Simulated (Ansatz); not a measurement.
The system is SnO.

```
CELL_PARAMETERS angstrom
3.13193 0.00000 0.00000
0.00000 3.13193 0.00000
0.00000 0.00000 3.13193
ATOMIC_POSITIONS crystal
Sn 0.00000 0.00000 0.00000
O 0.50000 0.50000 0.50000
```

The cell was built by a generator and needn't be a form met in nature.

Program: Ansatz 0.2.0. Alike in all runs: task single point; level HSE06 form with a typed share of exact exchange; potentials or basis Ansatz PAW; no spin polarisation; cell as given; k mesh 5 × 5 × 5; cutoff (eV) 420; smearing fermi-dirac 0.05 eV.

Order these runs on this cell by their pressure, lowest first.
A. screening (1/Å) 0.2; share of exact exchange 0.1
B. screening (1/Å) 0.2; share of exact exchange 0.5
C. screening (1/Å) 0.4; share of exact exchange 0.25

B (-7.3 GPa), C (-3.2 GPa), A (-1.5 GPa).

Caveats: the PAW data sets come from PBE, with cores solved anew for the run's functional, which leaves a small shift of forces and pressure; the thresholds are loose for stress.
